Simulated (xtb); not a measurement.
**SiSbNH6 (SMILES [SiH3][NH][SbH2]): GFN-FF**

We compute a structure relaxation of SiSbNH6. 

Program for the calculation: xtb 6.7.1.

5 further runs of the same task are left out: 5 set aside as unsound or not needed.

**1. The molecule**

SiSbNH6: 9 atoms, total charge 0, spin state singlet. SMILES: `[SiH3][NH][SbH2]`. All atoms were displaced at random from a relaxed shape. The run starts from this shape.

Bond lengths: Si1–N2 1.637 Å, N2–Sb3 2.086 Å, Si1–H4 1.463 Å, Si1–H5 1.628 Å, Si1–H6 1.451 Å, N2–H7 0.983 Å, Sb3–H8 1.730 Å, Sb3–H9 1.714 Å. Some angles: Si1–N2–Sb3 120.3°, Si1–N2–H7 119.3°, Sb3–N2–H7 111.1°, N2–Si1–H4 122.1°, N2–Si1–H5 100.3°, N2–Si1–H6 109.3°, N2–Sb3–H8 93.4°, N2–Sb3–H9 87.9°, H4–Si1–H5 110.9°, H4–Si1–H6 110.2°.

**2. A structure relaxation at GFN-FF**

xtb.inp

```
$chrg 0
$spin 0
$end
```

geom.xyz

```xyz
9
H6NSbSi
Si    -0.54999000     0.59067000    -0.72678000
N      0.92441000     0.05666000    -0.25605000
Sb     1.11307000    -1.16657000     1.42299000
H     -1.64490000    -0.32746000    -1.04161000
H     -0.13648000     1.46945000    -2.03286000
H     -1.00525000     1.61735000     0.19251000
H      1.59249000    -0.17548000    -0.93925000
H     -0.36430000    -2.00787000     1.10470000
H      0.12366000    -0.05187000     2.26947000
```

On the command line:

```
$ xtb geom.xyz --gfnff --opt lax -I xtb.inp -P 1 > out.txt 2> xtb.err
```

What values should one expect? Wanted: steric energy; dipole moment; dispersion energy.

Computed results:

At GFN-FF:

| quantity | value |
| --- | --- |
| steric energy (arbitrary zero) | -0.83171 Eh |
| dipole moment (from atomic charges) | 0.97 D |
| dispersion energy | -11.49 kJ/mol |

At the final geometry: Bond lengths: Si1–N2 1.801 Å, N2–Sb3 2.058 Å, Si1–H4 1.467 Å, Si1–H5 1.467 Å, Si1–H6 1.468 Å, N2–H7 1.015 Å, Sb3–H8 1.678 Å, Sb3–H9 1.677 Å. Some angles: Si1–N2–Sb3 113.2°, Si1–N2–H7 108.7°, Sb3–N2–H7 103.1°, N2–Si1–H4 111.1°, N2–Si1–H5 111.0°, N2–Si1–H6 110.6°, N2–Sb3–H8 87.5°, N2–Sb3–H9 85.7°, H4–Si1–H5 107.9°, H4–Si1–H6 108.5°. The optimisation took 14 steps and changed the energy by -0.719 eV.
